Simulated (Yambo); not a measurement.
Ge: optical spectrum by the Bethe-Salpeter equation with PBE

Ge:

```
Ge
1.0
     0.00000    2.82891    2.82891
     2.82891    0.00000    2.82891
     2.82891    2.82891    0.00000
Ge
2
Direct
  0.75000 0.75000 0.75000
  0.50000 0.50000 0.50000
```

| Property | Result |
| --- | --- |
| Program | Yambo 5.3.0 |
| Task | optical spectrum by the Bethe-Salpeter equation |
| Functional | PBE |
| Potentials or basis | PseudoDojo 0.4.1 SR PBE standard |
| Cutoff | 1061 eV |
| Density cutoff | 4245 eV |
| k mesh | 4 × 4 × 4 |
| Occupations | fermi-dirac, width 0.05 eV |
| Spin | no spin polarisation |
| k mesh of the self-consistent run | 8 × 8 × 8 |
| Random integration of the Coulomb term | yes |
| Direction of the field or of q to 0 | x |
| Broadening | 0.1 eV |
| Kernel | screened exchange |
| Terms kept | resonant and antiresonant, uncoupled |
| Solver | diagonalisation |
| Correction of the levels | none |
| Top of the energy range | 20 eV |
| Energy points | 200 |
| Bands of the transition space (first, last) | [13, 17] |
| Bands in the response | 39 |
| Cutoff of the response matrix | 5 Ry |
| Cutoff of exchange and Vxc | 20 Ry |

The band gap on the k mesh, mean-field level is none (metal or under the smearing width).

Dielectric function (along the field direction of the input):
```csv
energy (eV),real part,imaginary part
0.90,-120.99,49.42
1.51,-36.20,287.82
2.31,-38.22,8.51
2.91,2.92,16.92
3.62,-19.61,32.49
4.22,-24.67,5.55
4.92,-18.35,4.54
5.53,-15.98,1.64
6.23,-9.66,1.49
6.83,-8.10,0.44
7.54,-5.46,0.42
8.14,-5.63,1.29
8.84,-4.55,0.59
9.45,-4.29,0.33
10.15,-3.17,0.11
10.75,-2.61,0.08
11.46,-2.12,0.06
12.06,-1.78,0.05
12.76,-1.48,0.05
13.37,-1.24,0.04
14.07,-1.01,0.03
14.67,-0.84,0.03
15.38,-0.66,0.02
15.98,-0.54,0.02
16.68,-0.40,0.02
17.29,-0.31,0.02
17.99,-0.20,0.01
18.59,-0.12,0.01
19.30,-0.04,0.01
20.00,0.03,0.01
```

It took 80 s on 1 thread of Intel(R) Xeon(R) 6975P-C (Granite Rapids) (shared host).

Caveat: the k mesh is coarse (spacing up to 0.48 Å⁻¹), so the values aren't converged; the intraband (Drude) term of the metal is left out; the ground state has no gap, which makes the many-body step unreliable; the transitions start from uncorrected Kohn-Sham levels, so peaks lie too low; exciton energies and binding change strongly with the k mesh and aren't converged on this one; spectra need much finer meshes, so this one isn't converged.
